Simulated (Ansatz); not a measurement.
# BeBr+ (triplet): from Hartree-Fock to the top rungs, 6-31G

Aim: climb from Hartree-Fock through coupled cluster and multireference methods for BeBr+ (triplet) at one geometry and basis, and see what each rung misses.

Computed with Ansatz 0.2.0, Gaussian basis. Level: 6-31G, core rule «outside noble gas», up to 15 orbitals frozen.

Plan: UHF; CCSD(T) on ROHF; CCSD(T) on UHF; BCCD(T) on ROHF; CISD as a restricted active space (open shells left free, so some higher excitations enter); CCSDT(Q) on ROHF; CCSDT(Q) on UHF; CISDTQ; CASSCF and MRCISD+Q, 8 electrons in 8 orbitals; CASSCF and NEVPT2, 8 electrons in 8 orbitals.

7 further runs of the same task are left out: 3 for a known fault of the program, 1 that didn't finish, 3 set aside as unsound or not needed. Runs told in other sessions of the task aren't counted.

## (1) The system

The geometry is a PBE0/def2-TZVP stationary point (not a proven minimum) of the parent state, kept for this charge and spin. No spin-orbit coupling is included. The filled d shell of Br may be among the frozen orbitals whatever the setting's name suggests.

2 atoms, charge 1, spin multiplicity 3.

Atoms are counted from 1 here; the program's logs count them from 0.

Bond lengths: Br1–Be2 1.872 Å.

## (2) UHF

File in.yaml:

```yaml
crystal:
  periodic: [false, false, false]
  atoms:
    - {symbol: Br, position_ang: [0.000000, 0.000000, 0.000000]}
    - {symbol: Be, position_ang: [0.000000, 0.000000, 1.872400]}
basis:
  gaussian: {orbitals: 6-31G}
total_charge: 1
magnetization: {spin_polarized: true, initial_magnetization: 2}
hamiltonian: {xc: hf}
output: {orbitals: {seedname: orbitals}}
```

Launch:

```bash
$ ansatz run in.yaml --threads 1 --pin off --events-out ev --progress --plain --max-ram 2393MiB
```

After this run come: CCSD(T) on ROHF; CCSD(T) on UHF; BCCD(T) on ROHF; CISD as a restricted active space (open shells left free, so some higher excitations enter); CCSDT(Q) on ROHF; CCSDT(Q) on UHF; CISDTQ; CASSCF and MRCISD+Q, 8 electrons in 8 orbitals; CASSCF and NEVPT2, 8 electrons in 8 orbitals.

Q: Predict the results of all the runs planned. Wanted: UCCSDT(Q) from the RHF energy; RMP2 from UCCSDT(Q); UMP2 from UCCSDT(Q); RCCSD from UCCSDT(Q); RCCSD(T) from UCCSDT(Q); UCCSD(T) from UCCSDT(Q); RCCSDT(Q) from UCCSDT(Q); NEVPT2 valence from UCCSDT(Q); MRCISD+Q valence from UCCSDT(Q).

**Answer**, as computed:

| quantity | value |
| --- | --- |
| UCCSDT(Q) from the ROHF energy | -1.1967 eV |
| RMP2 from UCCSDT(Q) | +24.3 kJ/mol |
| UMP2 from UCCSDT(Q) | +24.0 kJ/mol |
| RCCSD from UCCSDT(Q) | +3.0 kJ/mol |
| RCCSD(T) from UCCSDT(Q) | +0.6 kJ/mol |
| UCCSD(T) from UCCSDT(Q) | +0.5 kJ/mol |
| RCCSDT(Q) from UCCSDT(Q) | +0.1 kJ/mol |
| NEVPT2 valence from UCCSDT(Q) | +14.1 kJ/mol |
| MRCISD+Q valence from UCCSDT(Q) | +0.7 kJ/mol |
| levels within 1 kcal/mol (43 meV) | CISD, RCCSD, UCCSD, RCCSD(T), UCCSD(T), BCCD(T), RCCSDT, UCCSDT, CISDTQ, RCCSDT(Q), MRCISD valence, MRCISD+Q valence |
| T1 diagnostic | 0.013 |
| effectively unpaired electrons | 2.00 |

What this shows: RCCSD(T) misses by +0.6 kJ/mol, 0.5 % of the correlation energy. One determinant dominates. Of the multireference levels listed MRCISD+Q valence comes nearest in total energy (+0.7 kJ/mol), which doesn't show that its space is the better one. These misses are within one basis, not against nature; the frozen cores of restricted and unrestricted runs differ, which can shift their rows.

With open shells the CI space here admits some higher excitations, so it is larger than plain CISD.
